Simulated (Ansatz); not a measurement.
Write a Python script for the Ansatz DFT code, driven from Python that makes energies of removing a hydrogen of CH4BI, SMILES BCI. Level of theory (for the species named): PBE0, def2-SVP basis, multiplicity 1.

```yaml
atoms:
  - { symbol: B, position_ang: [-0.7828, 0.1143, -0.4514] }
  - { symbol: C, position_ang: [0.5811, 0.0929, 0.2511] }
  - { symbol: I, position_ang: [0.8851, -1.8437, 1.0622] }
  - { symbol: H, position_ang: [-1.4677, -0.7739, -0.4933] }
  - { symbol: H, position_ang: [-1.1807, 1.1559, -0.9948] }
  - { symbol: H, position_ang: [0.6191, 0.8647, 1.0646] }
  - { symbol: H, position_ang: [1.4072, 0.3218, -0.4842] }
```

Script `bde_ch4bi.py`:
```python
# -*- coding: utf-8 -*-
import ansatz as az


def energy_of(molecule, charge=0, unpaired=0):
    calc = (
        molecule.calculation()
        .basis(gaussian='def2-SVP')
        .functional('PBE0')
    )
    if charge:
        calc = calc.charge(charge)
    if unpaired:
        calc = calc.spin('collinear', total=unpaired)
    return calc.run().report['free_energy_ev']

GEOMETRY = '''
B    -0.78280    0.11430   -0.45140
C     0.58110    0.09290    0.25110
I     0.88510   -1.84370    1.06220
H    -1.46770   -0.77390   -0.49330
H    -1.18070    1.15590   -0.99480
H     0.61910    0.86470    1.06460
H     1.40720    0.32180   -0.48420
'''

def without(molecule, index):
    rest = az.Crystal.molecule()
    for i, site in enumerate(molecule.cartesian_sites):
        if i != index:
            rest = rest.atom(site.symbol, site.position_ang)
    return rest

geometry = az.Crystal.molecule()
for line in GEOMETRY.strip().splitlines():
    symbol, *xyz = line.split()
    geometry = geometry.atom(symbol, [float(v) for v in xyz])

whole = energy_of(geometry, 0)
hydrogen = energy_of(az.Crystal.molecule().atom('H', (0, 0, 0)), 0, 1)
print(f'E(molecule) = {whole:.5f} eV, E(H) = {hydrogen:.5f} eV')
for index in [4, 6]:
    radical = energy_of(without(geometry, index), 0, 1)
    print(f'H{index}: homolysis {96.485332 * (radical + hydrogen - whole):.1f} kJ/mol')
```

`python bde_ch4bi.py` gives:
```text
E(molecule) = -9874.94109 eV, E(H) = -13.61361 eV
H4: homolysis 431.0 kJ/mol
H6: homolysis 426.1 kJ/mol
```

What to keep in mind:
- The settings weren't tested for convergence.
- The geometry is a force-field or estimated start, not a minimum of this method, and the basis set is short of its limit. All parts are taken at fixed geometry, without zero-point energy.
- def2 sets replace the cores of elements past krypton by effective core potentials.
- The spin-orbit lowering of heavy atoms is left out.
- It ran for 8.5 s on 1 thread of Arm Neoverse V2 (shared host), peak memory 0.23 GiB.

(A comment or docstring line of the script was reworded after the run, the code is as it ran; lines on the test bed's own set-up are left out of the output.)
